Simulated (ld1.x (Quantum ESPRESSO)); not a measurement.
# Hf, TM: a sweep of the radius of the d waves, part 2 of 2

One potential is built and tested. Then the radius of the d waves is changed, to learn what it costs or gains.

ld1.x (Quantum ESPRESSO) 7.5; first potential LDA (PZ), scalar-relativistic. Earlier steps stand in the parts before.

## 4. Scattering by logarithmic derivatives

Taken from the files of the generation run. The phase is arctan(r·u′/u) with u = r·R, unwrapped, with energies in Ry. A pole is an energy at which the radial function vanishes at the test radius. The pseudo phase is shifted by a multiple of π to meet the all-electron one at the reference energy. Levels narrower than the energy grid can be missing from the poles. The last column is the largest difference on the grid between −1 and +1 Ry.

| channel | radius (bohr) | reference (Ry) | poles AE | poles PS | window around the reference with phases within 0.05 rad (Ry) | largest difference near zero (rad) |
| --- | --- | --- | --- | --- | --- | --- |
| s | 3.09 | -1.07 | 0.37 | 0.29, 4.31 | below 1.3 | 0.032 |
| p | 3.09 | -3.43 | -3.39, 1.62 | -3.39, 2.79 | below -1.4 | 0.851 |
| d | 3.09 | -0.97 | -0.58, 3.88 | -0.57 | below 0.4 | 0.250 |

Phases (rad) along the scan:

```tsv
E (Ry)	p AE	p PS	s AE	s PS
-5.00	1.399	1.400	1.399	1.396
-4.48	1.382	1.384	1.383	1.380
-3.96	1.352	1.354	1.363	1.360
-3.44	-1.253	-1.253	1.335	1.332
-2.92	-1.778	-1.773	1.292	1.289
-2.40	-1.830	-1.820	1.218	1.214
-1.88	-1.898	-1.877	1.050	1.045
-1.36	-2.025	-1.969	0.390	0.386
-0.84	-2.378	-2.164	-1.041	-1.042
-0.32	-3.595	-2.744	-1.414	-1.420
0.20	-4.354	-3.887	-1.543	-1.555
0.72	-4.567	-4.364	-1.618	-1.640
1.24	-4.665	-4.534	-1.680	-1.727
1.76	-4.727	-4.620	-1.750	-1.880
2.28	-4.777	-4.673	-1.858	-2.553
2.80	-4.830	-4.713	-2.110	-4.262
3.32	-4.897	-4.746	-3.109	-4.555
3.84	-5.016	-4.777	-4.189	-4.656
4.36	-5.338	-4.811	-4.457	-4.717
4.88	-6.639	-4.854	-4.562	-4.772
```

## 5. Cutoff and ghost test in a Bessel basis

This step uses the generator's waves and projectors in a separate script. Basis: spherical Bessel functions vanishing at 20 bohr, q² up to the cutoff; potential fixed at the reference.

All-electron valence levels (Ry): 5p -3.4321, 6p -0.6835, 5d -0.9671, 6s -1.0653. The lowest levels of each channel (Ry) by cutoff; the last column sums, over occupied levels, occupation times the distance from the level at 400 Ry. A positive value at high cutoff is not a bound level.

```tsv
cutoff (Ry)	p #1	p #2	d #1	s #1	f #1	Σ f·Δε (mRy)
8	-2.8688	-0.6057	-0.7120	-1.0607	-0.1768	3892.1
12	-3.3089	-0.6213	-0.8587	-1.0643	-0.1769	956.4
18	-3.4256	-0.6228	-0.9498	-1.0652	-0.1769	73.6
25	-3.4317	-0.6229	-0.9650	-1.0653	-0.1769	6.5
30	-3.4317	-0.6229	-0.9669	-1.0653	-0.1769	2.5
40	-3.4320	-0.6229	-0.9671	-1.0653	-0.1769	0.6
50	-3.4321	-0.6229	-0.9671	-1.0653	-0.1769	0.0
400	-3.4321	-0.6229	-0.9671	-1.0653	-0.1769	0.0
```

The sum stays within 10 mRy from 25 Ry and within 1 mRy from 40 Ry. The sum leaves out empty levels, which can need more. Ghost test: no level below the all-electron spectrum of its channel (p, d, s, f tested).

## 6. Now with radius of the d waves (bohr) = 2.46

Input file Hf.in:

```
 &input
   title='Hf', zed=72., rel=1, dft='PZ', iswitch=3,
   config='[Xe] 4f14 5d2 6s0.5 6p0',
   nld=3, rlderiv=3.10, eminld=-5.0, emaxld=5.0, deld=0.02
 /
 &inputp
   pseudotype=2, tm=.true., lloc=0,
   nlcc=.false.,
   file_pseudopw='Hf.UPF', file_wfcaegen='ae.wfc', file_wfcncgen='nc.wfc', file_beta='beta', file_chi='chi'
 /
3
5P  2  1   6.00   0.00  2.30  2.30  0.0
5D  3  2   2.00   0.00  2.46  2.46  0.0
6S  1  0   0.50   0.00  2.85  2.85  0.0
 &test
   configts(1)='5p6 5d2 6s0.5 6p0'
 /
```

The run is started by

```bash
ld1.x < Hf.in > Hf.out
```

What the program wrote to Hf.out (without the banner and most projector matrices):

```text
     Program LD1 v.7.5
     [... all-electron run as in step 2 ...]


     --------------------- Generating NC pseudopotential ---------------------

      Generating local pot.: lloc=0, matching radius rcloc =   2.8500

      Wfc   5P  rcut= 2.278  Using Troullier-Martins method

      Wfc   5D  rcut= 2.456  Using Troullier-Martins method

     ------------------- End of pseudopotential generation -------------------

     [... all-electron run as in step 2 ...]


     Computing logarithmic derivative in   3.09443
     Computing logarithmic derivative in   3.09443
     Computing the partial wave expansion
       no projector for channel:   0
     R is outside the sphere for l=    1 j= 0.00
     R is outside the sphere for l=    2 j= 0.00

     ---------------------- Testing the pseudopotential ----------------------

     Hf
     scalar relativistic calculation

     atomic number is 72.00   valence charge is 10.00
     dft =PZ   lsd =0 sic =0 latt =0  beta=0.20 tr2=1.0E-14
     mesh =1271 r(mesh) =  99.31870 xmin = -7.00 dx = 0.01250

     n l     nl             e AE (Ry)        e PS (Ry)    De AE-PS (Ry)
     2 1     5P   1( 6.00)       -3.43208       -3.43208       -0.00000
     3 2     5D   1( 2.00)       -0.96712       -0.96712        0.00000
     1 0     6S   1( 0.50)       -1.06533       -1.06533        0.00000
     3 1     6P   1( 0.00)       -0.68353       -0.62288       -0.06064  !

     eps = 9.9E-15  iter =  9

     Etot =  -30137.334083 Ry,  -15068.667042 Ha, -410039.319080 eV
     Etotps =   -61.604430 Ry,     -30.802215 Ha,    -838.170970 eV

     Ekin =      24.700955 Ry,      12.350477 Ha,     336.073608 eV
     Encl =     -72.099002 Ry,     -36.049501 Ha,    -980.956896 eV
     Ehrt =      40.917823 Ry,      20.458911 Ha,     556.715339 eV
     Ecxc =      -7.686814 Ry,      -3.843407 Ha,    -104.584433 eV
     Epseu=     -47.437391 Ry,     -23.718696 Ha,    -645.418587 eV

     ---------------------- End of pseudopotential test ----------------------
```

It took 2.5 s on 1 thread, shared host. (Generation and the later configuration tests together.)

The test run was repeated on this file; only its results are given.

Energies count from the reference configuration 5p6 5d2 6s0.5 6p0; the error is all-electron less pseudo. Spin-polarised rows fill open shells by Hund's rule and count from the unpolarised reference. A star marks tests that logged a warning.

| valence configuration | charge | ΔE all-electron (eV) | error AE − PS (meV) |
| --- | --- | --- | --- |
| 5p6 5d2 6s2 6p0 | 0 | -14.630 | +8.4 |
| 5p6 5d2 6s1 6p0 | +1 | -6.432 | +2.9 |
| 5p6 5d2 6s0 6p0 | +2 | 8.070 | -1.6 |
| 5p6 5d2.5 6s1.5 6p0 | 0 | -13.382 | +6.1 |
| 5p6 5d0 6s0 6p0 * | +4 | 63.310 | -85 |
| 5p6 5d2 6s0 6p2 | 0 | -6.555 | -992 |
| 5p6 5d2 6s0 6p1 | +1 | -1.637 | -701 |
| 5p6 5d2 6s0.5 6p0 (spin-polarised) | +1.5 | -0.861 | +122 |
| 5p6 5d2 6s2 6p0 (spin-polarised) | 0 | -15.071 | +77 |

Against the first potential, the loose cutoff stays at 25 Ry, the largest test error stays at -992 meV and there is no bound ghost.

## 7. All runs side by side

What follows sums up all 2 parts.

Cutoffs, loose and tight: the cutoffs (Ry, on a coarse ladder) from which the occupation-weighted sum of valence levels, in a spherical-Bessel basis at the reference potential, stays within 10 and 1 mRy of its value at 400 Ry; empty and scattering waves don't count. The number of plane waves in a given cell goes as the cutoff to the power 3/2; it is given for the loose cutoff, relative to the first potential. Test errors are all-electron less pseudo. The phase difference is the largest within 1 Ry of zero, over the channels with partial waves.

| radius of the d waves (bohr) | outcome | cutoff, loose | cutoff, tight | plane waves, relative | bound ghosts | largest test error (meV) | phase difference near zero (rad) |
| --- | --- | --- | --- | --- | --- | --- | --- |
| 2.18 (first) | generated | 25 Ry | 40 Ry | 1.00 | none | -992 | 0.851 |
| 2.46 | generated | 25 Ry | 40 Ry | 1.00 | none | -992 | 0.851 |

**Reading.** The loose cutoff is 25 Ry at 2.18 and 25 Ry at 2.46. The largest test error is 992 meV at 2.18 and 992 meV at 2.46.

The first potential by itself. The worst unpolarised test, 5p6 5d2 6s0 6p2, is off by 992 meV on 6.6 eV; by total energies transferability rates as poor. It counts as soft on the atom at that tolerance, with 25 Ry needed at the looser tolerance. No bound ghost shows below the valence levels.
